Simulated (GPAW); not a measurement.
Crystal: GaB.

```xyz
2
Lattice="2.7182 0.0000 0.0000 0.0000 2.7182 0.0000 0.0000 0.0000 3.2362" Properties=species:S:1:pos:R:3 pbc="T T T"
Ga    1.3591    1.3591    1.6181
B     0.0000    0.0000    0.0000
```

The cell was built by a generator and needn't be a form met in nature.

Base run:

```yaml
Program: GPAW 26.7.0
Functional: revPBE
Potentials_or_basis: the program's PAW data sets (release 1.2.1) made for this functional
Cutoff: 800 eV
Basis: pw
k_mesh: 10 × 10 × 8
Occupations: fermi-dirac, width 0.05 eV
Spin: no spin polarisation
```

Its results: pressure 2.8 GPa.

Task: After a change of settings the same cell gave: pressure -5.9 GPa. Which change was it?
A. functional from revPBE to PBEsol; potentials or basis from the program's PAW data sets (release 1.2.1) made for this functional to PAW data sets generated in the run's folder for this functional
B. functional from revPBE to LDA
C. functional from revPBE to RPBE

Result: B.

LDA binds more tightly than revPBE, so the same cell stands under less pressure.

Runs at the PBE level aren't shown here.
